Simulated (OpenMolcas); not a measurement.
# triplet InF at 6 levels

Aim: a comparison of 6 runs (UHF/STO-3G, U-r2SCAN/def2-TZVPP, U-revPBE/def2-TZVPP, UM06-L/def2-TZVPP, UPBE/def2-TZVPP, ROCCSD(T)/def2-TZVPP) of triplet InF. 

The calculation is run with OpenMolcas 26.06.

### Step 1. The molecule

The species is InF (2 atoms), meant as a triplet with charge 0. As SMILES of the parent species, `[F][In]`. The shape is that of a PBE0-D4/def2-TZVP optimisation. That shape belongs to the parent species and isn't relaxed for this state.

Bond lengths: F1–In2 1.994 Å.

### Step 2. A single-point energy at UHF/STO-3G (run 1)

Contents of calc.inp:

```
&GATEWAY
 BasLib = $CurrDir
 Coord
 2
 angstrom
 F        0.000000       0.000000       0.015910
 In       0.000000       0.000000       2.009580
 Basis = STO-3G
 Group = NoSym

&SEWARD

&SCF
 UHF
 Spin = 3
 Thresholds = 1e-10 1e-07 1e-07 1e-05
 PrOrbitals = 0
```

The basis set STO-3G is read from a file made from the Basis Set Exchange's data (not shown).

Command:

```console
$ export MOLCAS_MEM=1860
$ pymolcas calc.inp > calc.log
```

Output:

```text
--- Start Module: gateway ---
[...]
--- Stop Module: gateway /rc=_RC_ALL_IS_WELL_ ---
--- Start Module: seward ---
[...]
      Basis functions           32
--- Stop Module: seward /rc=_RC_ALL_IS_WELL_ ---
--- Start Module: scf ---
[...]
       Convergence after  25 Iterations
[...]
::    Total SCF energy                              -5780.7953479504
[...]
      Total spin, S                                     1.0054878316
[...]
      Total electronic charge=   58.000000
      Total            charge=   -0.000000
[...]
      Dipole Moment (debye):
      Origin of the operator (angstrom)=    0.0000    0.0000    1.7267
                   X= -2.5248E-16               Y= -2.1014E-15               Z=  2.7246E+00           Total=  2.7246E+00
      Quadrupole Moment (debye*angstrom):
[...]
--- Stop Module: scf /rc=_RC_ALL_IS_WELL_ ---
[...]
```

Wall time 2.3 s (1 thread of Arm Neoverse V1, shared host); peak memory 0.37 GiB.

### Step 3. A single-point energy at U-r2SCAN/def2-TZVPP (core potential) (run 2)

Contents of calc.inp:

```
&GATEWAY
  BasLib=$CurrDir
  Coord
  2
  bohr
  F      0.00000000     0.00000000     0.03006554
  In     0.00000000     0.00000000     3.79755583
  Basis=def2-TZVPP
  Group=NoSym

&SEWARD
  GridInput
  Grid=UltraFine
  End of Grid

&SCF
  UHF
  Spin=3
  KSDFT=2
  1.0 MGGA_X_R2SCAN
  1.0 MGGA_C_R2SCAN
  Thresholds=1e-10 1e-07 1e-07 1e-05
  PrOrbitals=1 1
```

The basis set def2-TZVPP is read from a file made from the Basis Set Exchange's data (not shown).

Command:

```console
$ export MOLCAS_MEM=1860
$ pymolcas calc.inp > calc.log
```

Output:

```text
--- Start Module: gateway ---
[...]
--- Stop Module: gateway /rc=_RC_ALL_IS_WELL_ ---
--- Start Module: seward ---
[...]
      Basis functions           81
--- Stop Module: seward /rc=_RC_ALL_IS_WELL_ ---
[...]
--- Start Module: scf ---
[...]
       Convergence after  40 Iterations
[...]
::    Total KS-DFT energy                            -289.9796255948
[...]
      Total spin, S                                     1.0015692218
[...]
      Total electronic charge=   30.000000
      Total            charge=   -0.000000
[...]
      Dipole Moment (debye):
      Origin of the operator (angstrom)=    0.0000    0.0000    1.7267
                   X= -7.6022E-14               Y=  4.9000E-14               Z=  2.7471E+00           Total=  2.7471E+00
      Quadrupole Moment (debye*angstrom):
[...]
--- Stop Module: scf /rc=_RC_ALL_IS_WELL_ ---
[...]
```

Wall time 50 s (1 thread of Arm Neoverse V1, shared host); peak memory 0.45 GiB.

### Step 4. The energy at U-revPBE/def2-TZVPP (core potential) (run 3)

Contents of mol.xyz:

```xyz
2

F      0.000000     0.000000     0.015910
In     0.000000     0.000000     2.009580
```

Contents of test.inp:

```
>>> EXPORT MOLCAS_PRINT=2
&GATEWAY
BasLib=$CurrDir
Coord=mol.xyz
Basis=def2-TZVPP
Group=NoSym
&SEWARD
GridInput
Grid=UltraFine
End of Grid
&SCF
UHF
Spin=3
KSDFT=revPBE
Thresholds=1e-10 1e-07 1e-07 1e-05
PrOrbitals=1
```

The basis set def2-TZVPP is read from a file made from the Basis Set Exchange's data (not shown).

Command:

```console
$ export MOLCAS_MEM=1860
$ pymolcas test.inp > test.log
```

Output:

```text
--- Start Module: gateway ---
[...]
--- Stop Module: gateway /rc=_RC_ALL_IS_WELL_ ---
--- Start Module: seward ---
[...]
      Basis functions           81
--- Stop Module: seward /rc=_RC_ALL_IS_WELL_ ---
[...]
--- Start Module: scf ---
[...]
       Convergence after  29 Iterations
[...]
::    Total KS-DFT energy                            -289.9698360342
[...]
      Total spin, S                                     1.0008220053
[...]
      Total electronic charge=   30.000000
      Total            charge=   -0.000000
[...]
      Dipole Moment (debye):
      Origin of the operator (angstrom)=    0.0000    0.0000    1.7267
                   X= -3.5234E-16               Y= -8.7855E-16               Z=  2.4513E+00           Total=  2.4513E+00
      Quadrupole Moment (debye*angstrom):
[...]
--- Stop Module: scf /rc=_RC_ALL_IS_WELL_ ---
[...]
```

It took 24 s on 1 thread of Arm Neoverse V1, shared host; peak memory 0.45 GiB.

Runs 4 to 5 aren't shown in full; the table further down has their settings and results.

### Step 5. A single-point energy at ROCCSD(T)/def2-TZVPP (core potential) (run 6)

Contents of test.input:

```
&GATEWAY
  BasLib
  $CurrDir
  Coord
  2
  angstrom
  F        0.000000       0.000000       0.015910
  In       0.000000       0.000000       2.009580
  Basis
  def2-TZVPP
  Group
  NoSym

&SEWARD

&SCF
  UHF
  Spin
  3
  Thresholds
  1e-10 1e-07 1e-07 1e-05
  PrOrbitals
  0

&RASSCF
  FileOrb
  $Project.UnaOrb
  Spin
  3
  Nactel
  2 0 0
  Inactive
  14
  Ras2
  2
  OutOrbitals
  Canonical
  OrbListing
  Nothing

&MOTRA
  JobIph
  Frozen
  5

&CCSDT
  CCT
  Triples
  3
  Iterations
  80
  Accuracy
  1e-08
  Extrapolation
  5 4
```

The basis set def2-TZVPP is read from a file made from the Basis Set Exchange's data (not shown).

Command:

```console
$ export MOLCAS_MEM=1860
$ pymolcas test.input > test.log
```

Output:

```text
--- Start Module: gateway ---
[...]
--- Stop Module: gateway /rc=_RC_ALL_IS_WELL_ ---
[...]
      Basis functions           81
[...]
       Convergence after  26 Iterations
[...]
::    Total SCF energy                               -288.6534580373
[...]
      Total spin, S                                     1.0020970499
[...]
      Number of active orbitals                  2
[...]
      Spin quantum number                      1.0
[...]
      Active orbitals                            2
[...]
      Number of CSFs                             1
[...]
      Number of root(s) required                 1
[...]
      Convergence after  9 iterations
[...]
      printout of CI-coefficients larger than  0.05 for root  1
      energy=    -288.651226
      conf/sym  11     Coeff  Weight
             1  uu   1.00000 1.00000
      Natural orbitals and occupation numbers for root  1
      sym 1:   1.000000   1.000000
      ************************************************************************************************************************
      *                                                    Final results                                                     *
[...]
::    RASSCF root number  1 Total energy:   -288.65122638
[...]
      Total electronic charge=   30.000000
      Total            charge=   -0.000000
[...]
      Dipole Moment (debye):
      Origin of the operator (angstrom)=    0.0000    0.0000    1.7267
                   X= -1.1543E-08               Y=  5.1305E-09               Z=  3.6652E+00           Total=  3.6652E+00
      Quadrupole Moment (debye*angstrom):
[...]
--- Start Module: motra ---
[...]
      Convergence after                    19  Iterations
      Total energy (diff) :    -289.13257504       0.00000001
[...]
 METHOD                       : CCSD+T(CCSD)+<T3(1)WT1>+<T3(1)UT2> = CCSD(T)
[...]
       CCSD     =      -289.1325750391592
[...]
```

Run time: 43 s. Hardware: 1 thread of Arm Neoverse V1, shared host; peak memory 0.45 GiB.

### Step 6. All runs side by side

| run | level | integration grid | frozen core orbitals | energy (Eh) | dipole moment (D) | HOMO energy (eV) | ⟨S²⟩ | wall time |
| --- | --- | --- | --- | --- | --- | --- | --- | --- |
| 1 | UHF/STO-3G | – | – | -5780.795348 | 2.72 | -2.04 | 2.016 | 2.3 s |
| 2 | U-r2SCAN/def2-TZVPP (core potential) | UltraFine | – | -289.979626 | 2.75 | -3.51 | 2.005 | 50 s |
| 3 | U-revPBE/def2-TZVPP (core potential) | UltraFine | – | -289.969836 | 2.45 | -3.21 | 2.002 | 24 s |
| 4 | UM06-L/def2-TZVPP (core potential) | UltraFine | – | -290.062712 | 2.57 | -3.06 | 2.004 | 3.7 min |
| 5 | UPBE/def2-TZVPP (core potential) | UltraFine | – | -289.857275 | 2.46 | -3.23 | 2.002 | 23 s |
| 6 | ROCCSD(T)/def2-TZVPP (core potential) | – | 5 | -289.146445 | – | – | – | 43 s |

### Step 7. Summary of results

```
             quantity          value
  run 6: total energy  -289.14645 Eh
run 6: (T) correction     -13.87 mEh
```

**Reading.** Over runs 1, 2, 3, 4, 5 the dipole moment (its size) runs from 2.45 D (U-revPBE/def2-TZVPP) to 2.75 D (U-r2SCAN/def2-TZVPP). Totals of different functionals can't be ranked against each other. Some runs of one species differ in core potentials or relativity; totals across that change don't compare. In run 1 the basis is minimal, so the values are rough. In run 1 relativity is left out where basis or elements ask for it. All runs together took 6.1 min, the longest 3.7 min.
